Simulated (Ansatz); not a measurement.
Below is the output of a Python script on Ansatz 0.2.0 through its Python package that makes harmonic frequencies at the relaxed geometry of HSb (charge -1). Write a script that gives it. Level of theory (for the species named): r2SCAN, def2-SVP basis, multiplicity 2.

Contents of `hsb.xyz`:
```text
2

Sb    0.00000    0.00000    0.00000
H     0.00000    0.00000    1.78500
```

```console
$ python freq_hsb.py
pair        before    after (A)
Sb0-H1       1.7850   1.7465
frequencies (1/cm): 1786
imaginary modes: 0  zero-point energy: 0.1107 eV
T (K)   F_vib (eV)   S_vib (meV/K)   C_vib (meV/K)
 298.1      0.1107        0.0002          0.0012
 398.1      0.1106        0.0010          0.0057
 498.1      0.1104        0.0031          0.0133
deuterated (1/cm): 1268
zero-point energy falls by 0.0321 eV
```

The script that was run (others could print the same):

The script, `freq_hsb.py`:
```python
import itertools

import ansatz as az
from ase.data import atomic_numbers, covalent_radii
import numpy as np

system = az.Crystal.molecule_from_extxyz("hsb.xyz")

base = (
    system.calculation()
    .basis(gaussian="def2-SVP")
    .functional("r2scan")
    .charge(-1)
    .spin("collinear", total=1)
)
symbols = [site.symbol for site in system.cartesian_sites]
start = np.array([site.position_ang for site in system.cartesian_sites], dtype=float)
data = base.relax(force_tolerance=0.003, max_steps=100).run(threads=1).report
end = np.array(data["positions_ang"])

radius = [covalent_radii[atomic_numbers[s]] for s in symbols]
span = lambda where, i, j: np.linalg.norm(where[i] - where[j])
bonded = [(i, j) for i, j in itertools.combinations(range(len(symbols)), 2) if min(span(start, i, j), span(end, i, j)) < 1.2 * (radius[i] + radius[j])]
print("pair        before    after (A)")
for i, j in bonded:
    print(f"{symbols[i]}{i}-{symbols[j]}{j}".ljust(10), f"{span(start, i, j):8.4f} {span(end, i, j):8.4f}")

minimum = az.Crystal.molecule()
for symbol, place in zip(symbols, end):
    minimum = minimum.atom(symbol, place.tolist())
vibrating = (
    minimum.calculation()
    .basis(gaussian="def2-SVP")
    .functional("r2scan")
    .charge(-1)
    .spin("collinear", total=1)
    .phonons(temperatures=(298.15, 498.15, 100))
)
vib = vibrating.run(threads=1).report["vibrations"]
sums = vib["harmonic_sums"]
modes = [m["omega_inv_cm"] for m in sums["modes_at_gamma"] if m["rigid_motion"] == "no"]
print("frequencies (1/cm):", " ".join(f"{w:.0f}" for w in modes))
print("imaginary modes:", sum(w < 0 for w in modes), " zero-point energy:", round(sums["zero_point_energy_ev"], 4), "eV")
print("T (K)   F_vib (eV)   S_vib (meV/K)   C_vib (meV/K)")
for row in zip(sums["temperatures_k"], sums["vibrational_free_energy_ev"], vib["entropy_ev_per_k"], vib["heat_capacity_ev_per_k"]):
    print(f"{row[0]:6.1f} {row[1]:11.4f} {1000 * row[2]:13.4f} {1000 * row[3]:15.4f}")

heavier = vibrating.phonons(masses={"H": 2.014102}).run(threads=1).report["vibrations"]["harmonic_sums"]
print("deuterated (1/cm):", " ".join(f"{m['omega_inv_cm']:.0f}" for m in heavier["modes_at_gamma"] if m["rigid_motion"] == "no"))
print("zero-point energy falls by", round(sums["zero_point_energy_ev"] - heavier["zero_point_energy_ev"], 4), "eV")
```

What to keep in mind:
- The frequencies are harmonic and unscaled, in a modest basis.
- def2 sets replace the cores of elements past krypton by effective core potentials.
- The run takes the species as open-shell (spin multiplicity 2), which needn't be its ground state.
- Anions want diffuse functions, which this basis lacks.
- The whole script took 24 s on 1 thread of Arm Neoverse V2, on a shared host, peak memory 0.19 GiB.
